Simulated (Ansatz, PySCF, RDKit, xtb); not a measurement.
# CH3GaSb+: from the formula to a structure, part 2 of 2

Task: start from the formula CH3GaSb+ (charge +1), draw up candidate structures, narrow them down in stages, and characterise the one that lies lowest at 298.15 K.

xtb, Ansatz and PySCF; isolated molecules. Earlier steps stand in the parts before.

### Step 11. c887a at CCSD(T)/def2-TZVP

Contents of input.yaml:

```yaml
crystal:
  periodic: [false, false, false]
  atoms:
    - symbol: C
      position_ang: [-0.270323, 0.386073, 0.409254]
    - symbol: Ga
      position_ang: [1.382444, -0.533793, -1.258006]
    - symbol: Sb
      position_ang: [0.420711, 1.768017, -0.916579]
    - symbol: H
      position_ang: [-0.997012, 0.712471, 1.170126]
    - symbol: H
      position_ang: [-0.069671, -0.695204, 0.551907]
    - symbol: H
      position_ang: [1.663692, -2.045526, -1.059357]
basis:
  gaussian:
    orbitals: def2-TZVP
total_charge: 1
magnetization:
  spin_polarized: false
correlation:
  method: ccsd_t
  frozen_orbitals: {Sb: 4, H: 0, C: 1, Ga: 9}
```

The run is started by

```
ansatz run input.yaml --threads 1 --pin off --max-ram 2610MiB --events-out events.jsonl --progress --plain --runs-dir runs
```

The program printed, shortened:

```text
Warning: RAYON_NUM_THREADS=1 ignored (pool sized by the plan → 1); use --threads N
Functional definition: HF
  name "HF"
[...]
1134 factors; integrals over basis functions are off by at most 1.1e-3 eV
[...]
mean field -59915.16763449 eV, -2201.8417986084 hartree, gradient 2.0e-6 eV, S^2 0.000000; 0 other end points of the search recorded, 0 dependent functions left out; unrestricted orbitals would lower it
14 core orbitals not correlated: weight in the atoms' cores, before any rotation towards them, 1.000 or more for the frozen orbitals, at most 0.000 for the correlated occupied ones
reference -59915.16763449 eV, -2201.8417986084 hartree; 17, 17 occupied and 116, 116 virtual orbitals, 1134 factors
second order -19.40329277 eV of doubles, -0.00000000 eV of singles
cycle   1  -18.48845178 eV  change    9.1e-1 eV  update   1.4e-1
[...]
cycle  11  -19.32119222 eV  change   -4.8e-6 eV  update   6.1e-6
perturbative correction -0.89504082 eV, -0.0328921434 hartree
Total energy: -59935.38386754 eV, -2202.5847314696 hartree
```

Run time: 29 s. Hardware: 1 thread of Intel Xeon 6975P-C (Granite Rapids), shared host; peak memory 1.1 GiB.

For c775ar, c887a, c155ar the log finds that unrestricted Hartree-Fock orbitals lie lower, a sign to watch the closed-shell reference there.

### Step 12. Putting it together

Energies in kcal/mol from c775ar; G adds the thermal terms to the CCSD(T)/def2-TZVP energy. The columns left of the relaxed level are at the tight-binding geometries, except for labels with r, relaxed at the screening level.

```tsv
label	SMILES	spin	r2SCAN-D4/def2-SVP	r2SCAN-D4/def2-SVP, relaxed	HF/def2-TZVP	MP2/def2-TZVP	CCSD(T)/def2-TZVP	G	share at equilibrium	T1
c775ar	[Ga][CH2][SbH] ‡	singlet	0.0	0.0	0.0	0.0	0.0	0.0	100.0 %	0.019
c887a	[CH2]=[Sb][GaH+]	singlet	17.6	10.1	15.4	5.0	8.6	8.8	< 0.1 %	0.017
c155ar	[CH]1=[SbH+][GaH]1	singlet	16.2	16.2	20.7	9.9	14.2	13.3	< 0.1 %	0.016
```

‡ marks the bonded skeleton alone, with all bonds drawn single: no Lewis structure was assigned that passes a check against the bond lengths.

Lowest found: c775ar, `[Ga][CH2][SbH]` ‡, a singlet of point group C1. Bond lengths: C1–Ga2 2.245 Å, C1–Sb3 2.047 Å, C1–H4 1.104 Å, C1–H5 1.105 Å, Sb3–H6 1.719 Å. Angles: Ga2–C1–Sb3 123.4°, Ga2–C1–H4 90.2°, Ga2–C1–H5 91.5°, Sb3–C1–H4 117.7°, Sb3–C1–H5 115.4°, C1–Sb3–H6 92.2°, H4–C1–H5 113.9°.

```xyz
6

C    -0.0404    0.1028    0.0226
Ga    0.7757    2.1841   -0.1795
Sb    0.2377   -1.3591   -1.3830
H     0.4782   -0.0102    0.9910
H    -1.0731    0.4847    0.1106
H     1.7346   -1.8370   -0.6860
```

‡ marks the bonded skeleton alone, with all bonds drawn single: no Lewis structure was assigned that passes a check against the bond lengths.

### Step 13. Density, orbitals and dipole (PBE0/def2-TZVPD)

Contents of input.yaml:

```yaml
crystal:
  periodic: [false, false, false]
  atoms:
    - {symbol: C, position_ang: [-0.040373, 0.102800, 0.022581]}
    - {symbol: Ga, position_ang: [0.775745, 2.184096, -0.179468]}
    - {symbol: Sb, position_ang: [0.237669, -1.359129, -1.382999]}
    - {symbol: H, position_ang: [0.478234, -0.010240, 0.990977]}
    - {symbol: H, position_ang: [-1.073114, 0.484713, 0.110580]}
    - {symbol: H, position_ang: [1.734587, -1.837048, -0.686020]}
basis:
  gaussian: {orbitals: def2-TZVPD}
total_charge: 1
output: {forces: true, orbitals: {seedname: orbitals}}
hamiltonian: {xc: {name: PBE0}}
```

The run is started by

```
ansatz run input.yaml --threads 1 --pin off --max-ram 2610MiB --events-out events.jsonl --progress --plain --runs-dir runs
```

The program printed, shortened:

```text
Warning: RAYON_NUM_THREADS=1 ignored (pool sized by the plan → 1); use --threads N
Functional definition: PBE0
  name "PBE0"
[...]
1234 factors; their error is unknown
[...]
mean field -59986.06724260 eV, -2204.4473111489 hartree, gradient 2.0e-5 eV, S^2 0.000000; 0 other end points of the search recorded, 0 dependent functions left out
[...]
reference -59986.06727411 eV, -2204.4473123069 hartree; 31, 31 occupied and 143, 143 virtual orbitals, 1234 factors
Total energy: -59986.06727411 eV, -2204.4473123069 hartree
Atom 0 at    -0.040373     0.102800     0.022581 Å, force    -0.177405    -0.390038    -0.000816 eV/Å
Atom 1 at     0.775745     2.184096    -0.179468 Å, force     0.052597     0.103468    -0.033158 eV/Å
Atom 2 at     0.237669    -1.359129    -1.382999 Å, force     0.067889     0.387334     0.457082 eV/Å
Atom 3 at     0.478234    -0.010240     0.990977 Å, force    -0.152855     0.008627    -0.316494 eV/Å
Atom 4 at    -1.073114     0.484713     0.110580 Å, force     0.314041    -0.123678    -0.035898 eV/Å
Atom 5 at     1.734587    -1.837048    -0.686020 Å, force    -0.104267     0.014288    -0.070717 eV/Å
Dipole moment:     0.047233     0.478262     0.219115 e Å
```

Run time: 6.6 s. Hardware: 1 thread of Intel Xeon 6975P-C (Granite Rapids), shared host.

### Step 14. Frequencies after a tight-binding relaxation (GFN2-xTB)

Contents of start.xyz:

```xyz
6
c775ar
C     -0.040373     0.102800     0.022581
Ga     0.775745     2.184096    -0.179468
Sb     0.237669    -1.359129    -1.382999
H      0.478234    -0.010240     0.990977
H     -1.073114     0.484713     0.110580
H      1.734587    -1.837048    -0.686020
```

The run is started by

```
xtb start.xyz --gfn 2 --ohess tight --chrg 1
```

The program printed, shortened:

```text
* xtb version 6.7.1
[...]
          :  # basis functions                  27          :
[...]
          :  # electrons                        14          :
[...]
          :  Hamiltonian                  GFN2-xTB          :
[...]
          :  net charge                          1          :
          :  unpaired electrons                  0          :
[...]
   *** convergence criteria satisfied after 13 iterations ***
[...]
   *** GEOMETRY OPTIMIZATION CONVERGED AFTER 14 ITERATIONS ***
[...]
   *** convergence criteria satisfied after 3 iterations ***
[...]
         ::                     SUMMARY                     ::
         :::::::::::::::::::::::::::::::::::::::::::::::::::::
         :: total energy              -6.642605623484 Eh    ::
         :: gradient norm              0.000215739499 Eh/a0 ::
         :: HOMO-LUMO gap              1.749163571734 eV    ::
         ::.................................................::
         :: SCC energy                -6.688459535295 Eh    ::
         :: -> isotropic ES            0.108435322493 Eh    ::
         :: -> anisotropic ES         -0.004133379329 Eh    ::
         :: -> anisotropic XC          0.000037322201 Eh    ::
         :: -> dispersion             -0.003764944741 Eh    ::
         :: repulsion energy           0.045853911812 Eh    ::
         :: add. restraining           0.000000000000 Eh    ::
         :: total charge               1.000000000000 e     ::
         :::::::::::::::::::::::::::::::::::::::::::::::::::::
[...]
         7        2.0000           -0.5330838             -14.5059 (HOMO)
         8                         -0.4688033             -12.7568 (LUMO)
[...]
     #   Z          covCN         q      C6AA      α(0)
     1   6 C        3.288    -0.263    33.207     9.255
     2  31 Ga       0.538     0.597   351.738    47.829
     3  51 Sb       1.844     0.463   386.897    38.519
     4   1 H        0.927     0.104     1.750     2.069
     5   1 H        0.927     0.088     1.897     2.154
     6   1 H        0.936     0.012     2.858     2.643
[...]
          | TOTAL ENERGY               -6.642605623479 Eh   |
          | TOTAL ENTHALPY             -6.607276776401 Eh   |
          | TOTAL FREE ENERGY          -6.644963989400 Eh   |
          | GRADIENT NORM               0.000215726538 Eh/α |
[...]
```

It took 0.13 s on 1 thread of Intel Xeon 6975P-C (Granite Rapids), shared host.

### Step 15. Electronic excitations (TD-B3LYP/def2-SVPD)

An in-house driver calls PySCF's response routines at TD-B3LYP/def2-SVPD; it has no typed input.

The program printed:

```text
coarse grid: 28040 points
cycle   1  E = -2201.9541705955  dE = -2.329e+01  |g| = 2.902e+00  |ddm| = 1.146e+01
cycle   2  E = -2141.0014165288  dE =  6.095e+01  |g| = 1.429e+01  |ddm| = 1.580e+01
cycle   3  E = -2199.8106424122  dE = -5.881e+01  |g| = 2.894e+00  |ddm| = 1.094e+01
cycle   4  E = -2203.4330794695  dE = -3.622e+00  |g| = 1.331e+00  |ddm| = 5.630e+00
cycle   5  E = -2204.4639323984  dE = -1.031e+00  |g| = 6.334e-01  |ddm| = 3.587e+00
cycle   6  E = -2204.5137035087  dE = -4.977e-02  |g| = 3.261e-01  |ddm| = 6.572e-01
cycle   7  E = -2204.5778833660  dE = -6.418e-02  |g| = 1.494e-01  |ddm| = 7.568e-01
cycle   8  E = -2204.5845647474  dE = -6.681e-03  |g| = 6.814e-02  |ddm| = 2.696e-01
cycle   9  E = -2204.5855214855  dE = -9.567e-04  |g| = 1.339e-02  |ddm| = 8.004e-02
cycle  10  E = -2204.5855845550  dE = -6.307e-05  |g| = 2.345e-03  |ddm| = 2.744e-02
cycle  11  E = -2204.5855868669  dE = -2.312e-06  |g| = 7.368e-04  |ddm| = 5.687e-03
final grid: 54664 points
cycle  12  E = -2204.5855685219  dE =  2.064e-07  |g| = 1.122e-03  |ddm| = 5.221e-03
cycle  13  E = -2204.5855664534  dE =  2.069e-06  |g| = 2.605e-03  |ddm| = 5.819e-03
cycle  14  E = -2204.5855689979  dE = -2.545e-06  |g| = 3.526e-04  |ddm| = 3.891e-03
cycle  15  E = -2204.5855690386  dE = -4.071e-08  |g| = 3.773e-05  |ddm| = 5.020e-04
cycle  16  E = -2204.5855690390  dE = -3.774e-10  |g| = 5.604e-06  |ddm| = 5.437e-05
converged SCF energy = -2204.5855690390

Static polarisability (au): isotropic 89.358, principal 61.462 64.579 142.034

Singlet excitations
state   eV       nm        f      main configurations
  1   2.9813    415.9   0.09277   H->L 0.73, H-1->L 0.24
  2   3.5135    352.9   0.11077   H-1->L 0.74, H->L 0.20
  3   4.0415    306.8   0.04110   H->L+1 0.77, H->L+2 0.20
  4   4.0583    305.5   0.03344   H->L+2 0.79, H->L+1 0.19
  5   4.6804    264.9   0.03062   H-2->L 0.95
  6   5.2325    237.0   0.00233   H-1->L+2 0.91, H-1->L+1 0.08
  7   5.2646    235.5   0.03436   H-1->L+1 0.85, H-1->L+2 0.09
  8   5.6371    219.9   0.13795   H->L+3 0.90

Triplet excitations (Tamm-Dancoff, eV): 1.4530 2.5682 3.3094
```

It took 7.5 s on 1 thread of Intel Xeon 6975P-C (Granite Rapids), shared host.

The roots found:

```tsv
excited state	energy (eV)	strength
1	2.981	0.0928
2	3.514	0.1108
3	4.042	0.0411
4	4.058	0.0334
5	4.680	0.0306
6	5.232	0.0023
7	5.265	0.0344
8	5.637	0.1379
```

### Step 16. One electron fewer at the same geometry (PBE0/def2-TZVPD)

Changes to input.yaml since step 13:

```diff
@@ -11,4 +11,4 @@
   gaussian: {orbitals: def2-TZVPD}
-total_charge: 1
-output: {forces: true, orbitals: {seedname: orbitals}}
-hamiltonian: {xc: {name: PBE0}}
+total_charge: 2
+magnetization: {spin_polarized: true, initial_magnetization: 1}
+hamiltonian: {xc: pbe0}
```

The run is started by

```
ansatz run input.yaml --threads 1 --pin off --max-ram 2610MiB --events-out events.jsonl --progress --plain --runs-dir runs
```

The program printed:

```text
Warning: RAYON_NUM_THREADS=1 ignored (pool sized by the plan → 1); use --threads N
Functional definition: PBE0
  name "PBE0"
  parameter a = 0.25
  parameter kappa = 0.804
  parameter beta = 0.06672455060314922
  exchange = (1 - a)*pbe_x(kappa = kappa, mu = beta*pi^2/3) + a*exact_x
  correlation = pbe_c(beta = beta)
1234 factors; their error is unknown
mean field evaluation 1: about -59940.9527 eV, gradient 8.0e1 eV
mean field evaluation 2: about -59805.8013 eV, gradient 1.3e2 eV
mean field evaluation 4: about -59966.8703 eV, gradient 2.8e1 eV
mean field evaluation 8: about -59972.3692 eV, gradient 5.9e-1 eV
mean field evaluation 16: about -59972.7036 eV, gradient 9.1e-3 eV
mean field -59972.70358358 eV, -2203.9562057382 hartree, gradient 5.3e-5 eV, S^2 0.773045; 2 other end points of the search recorded, 0 dependent functions left out
reference -59972.70361690 eV, -2203.9562069627 hartree; 31, 30 occupied and 143, 144 virtual orbitals, 1234 factors
Total energy: -59972.70361690 eV, -2203.9562069627 hartree
```

Run time: 12 s. Hardware: 1 thread of Intel Xeon 6975P-C (Granite Rapids), shared host; peak memory 0.53 GiB.

Difference from the parent: 13.36 eV.

### Step 17. One electron more at the same geometry (PBE0/def2-TZVPD)

Changes to input.yaml since step 16:

```diff
@@ -10,5 +10,10 @@
 basis:
-  gaussian: {orbitals: def2-TZVPD}
-total_charge: 2
-magnetization: {spin_polarized: true, initial_magnetization: 1}
-hamiltonian: {xc: pbe0}
+  gaussian:
+    orbitals: def2-TZVPD
+magnetization:
+  spin_polarized: true
+  initial_magnetization: 1
+hamiltonian:
+  xc: {name: PBE0}
+scf:
+  lower_state_search: "off"
```

The run is started by

```
ansatz run input.yaml --threads 1 --pin off --max-ram 2610MiB --events-out events.jsonl --progress --plain --runs-dir runs
```

The program printed, shortened:

```text
Warning: RAYON_NUM_THREADS=1 ignored (pool sized by the plan → 1); use --threads N
Functional definition: PBE0
  name "PBE0"
[...]
1234 factors; their error is unknown
[...]
mean field -59992.48875450 eV, -2204.6832973583 hartree, gradient 6.1e-6 eV, S^2 0.757416; 0 other end points of the search recorded, 0 dependent functions left out
reference -59992.48878943 eV, -2204.6832986420 hartree; 32, 31 occupied and 142, 143 virtual orbitals, 1234 factors
Total energy: -59992.48878943 eV, -2204.6832986420 hartree
Checks for a lower state left out: stability, starts, cluster_reference, orbital_swaps, neighbouring_geometries, increment
```

It took 6.9 s on 1 thread of Intel Xeon 6975P-C (Granite Rapids), shared host.

Parent less the species with the added electron: 6.42 eV.

### Step 18. The triplet at the same geometry (PBE0/def2-TZVPD)

Changes to input.yaml since step 17:

```diff
@@ -12,8 +12,7 @@
     orbitals: def2-TZVPD
+total_charge: 1
+hamiltonian:
+  xc: pbe0
 magnetization:
   spin_polarized: true
-  initial_magnetization: 1
-hamiltonian:
-  xc: {name: PBE0}
-scf:
-  lower_state_search: "off"
+  initial_magnetization: 2
```

The run is started by

```
ansatz run input.yaml --threads 1 --pin off --max-ram 2610MiB --events-out events.jsonl --progress --plain --runs-dir runs
```

The program printed:

```text
Warning: RAYON_NUM_THREADS=1 ignored (pool sized by the plan → 1); use --threads N
Functional definition: PBE0
  name "PBE0"
  parameter a = 0.25
  parameter kappa = 0.804
  parameter beta = 0.06672455060314922
  exchange = (1 - a)*pbe_x(kappa = kappa, mu = beta*pi^2/3) + a*exact_x
  correlation = pbe_c(beta = beta)
1234 factors; their error is unknown
mean field evaluation 1: about -59963.3712 eV, gradient 6.3e1 eV
mean field evaluation 2: about -59822.0875 eV, gradient 1.3e2 eV
mean field evaluation 4: about -59981.7272 eV, gradient 1.9e1 eV
mean field evaluation 8: about -59984.3132 eV, gradient 2.8e-1 eV
mean field evaluation 16: about -59984.6445 eV, gradient 4.5e-3 eV
mean field evaluation 32: about -59983.8780 eV, gradient 4.4e0 eV
mean field -59984.64450539 eV, -2204.3950265207 hartree, gradient 2.3e-5 eV, S^2 2.014552; 2 other end points of the search recorded, 0 dependent functions left out
reference -59984.64453828 eV, -2204.3950277294 hartree; 32, 30 occupied and 142, 144 virtual orbitals, 1234 factors
Total energy: -59984.64453828 eV, -2204.3950277294 hartree
```

Wall time 13 s (1 thread of Intel Xeon 6975P-C (Granite Rapids), shared host); peak memory 0.54 GiB.

It lies 1.42 eV above the singlet.

### Step 19. Stability of the closed-shell solution (PBE0/def2-SVP)

Contents of input.py:

```python
from pyscf import gto, dft

mol = gto.M(
    atom='''
C       -0.040373       0.102800       0.022581
Ga       0.775745       2.184096      -0.179468
Sb       0.237669      -1.359129      -1.382999
H        0.478234      -0.010240       0.990977
H       -1.073114       0.484713       0.110580
H        1.734587      -1.837048      -0.686020
''',
    basis='def2-svp',
    ecp={'Sb': 'def2-svp'},
    charge=1,
    spin=0,
    max_memory=1860,
    verbose=3,
)

mf = dft.RKS(mol)
mf.xc = 'pbe0'
mf = mf.density_fit(auxbasis='def2-universal-jkfit')
mf.max_cycle = 100
mf.grids.level = 3
mf.kernel()
if not mf.converged:
    mf = mf.newton().run(mf.mo_coeff, mf.mo_occ)

e_final = mf.e_tot
print('E(%s) = %.9f' % ('PBE0', e_final))
mo_i, mo_e, stable_i, stable_e = mf.stability(internal=True, external=True, return_status=True)
print('stable: internal', stable_i, 'external', stable_e)
```

The run is started by

```
OMP_NUM_THREADS=1 python input.py
```

The program printed:

```text
converged SCF energy = -2204.14710366381
E(PBE0) = -2204.147103664
<class 'pyscf.df.df_jk.DFRKS'> wavefunction is stable in the internal stability analysis
<class 'pyscf.df.df_jk.DFRKS'> wavefunction is stable in the real -> complex stability analysis
<class 'pyscf.df.df_jk.DFRKS'> wavefunction is stable in the RHF/RKS -> UHF/UKS stability analysis
stable: internal True external True
```

It took 55 s on 1 thread of Intel Xeon 6975P-C (Granite Rapids), shared host.

### Step 20. Summary of results

The summary covers parts 1 to 2.

| quantity | value |
| --- | --- |
| lowest structure found | [Ga][CH2][SbH] ‡, singlet, C1 |
| next finalist | [CH2]=[Sb][GaH+], singlet, 8.8 kcal/mol higher in G |
| share at equilibrium, among the finalists | 100.0 % |
| funnel | 28 starts, 16 minima at GFN2-xTB, 6 screening runs, 2 rescued, 5 relaxed, 3 ranked |
| CPU time of all runs | 14 min |
| harmonic wavenumbers, lowest and highest (r2SCAN-D4/def2-SVP) | 98 and 3158 cm⁻¹ |
| rotational constants, same geometry | 0.8127, 0.02621, 0.02576 cm⁻¹ |
| HOMO energy (PBE0/def2-TZVPD) | -11.55 eV |
| LUMO energy (PBE0/def2-TZVPD) | -8.15 eV |
| HOMO–LUMO gap (PBE0/def2-TZVPD) | 3.40 eV |
| lowest excitation (TD-B3LYP/def2-SVPD) | 2.98 eV (f = 0.093) |
| strongest of the states computed, same level | 5.64 eV (f = 0.138) |
| lowest triplet excitation, same level, Tamm-Dancoff | 1.45 eV |
| vertical ionisation energy | 13.36 eV |
| vertical recombination energy (electron added) | 6.42 eV |
| vertical triplet less singlet | +1.42 eV |

In words: The lowest structure found is `[Ga][CH2][SbH]` ‡. The margin of 8.8 kcal/mol over the next finalist is beyond the usual error of the last level; it says nothing of structures that weren't ranked. r2SCAN-D4/def2-SVP, r2SCAN-D4/def2-SVP, relaxed, HF/def2-TZVP and MP2/def2-TZVP already put its bonding pattern lowest among the structures in one piece. The largest share of the time went into rescue (30 %). Spin-orbit coupling, which matters for elements this heavy, is left out. Lowest found is not proven lowest: the search is finite, and each finalist counts with one conformer. Patterns outside the rules of the enumeration were met only by chance.

‡ marks the bonded skeleton alone, with all bonds drawn single: no Lewis structure was assigned that passes a check against the bond lengths.
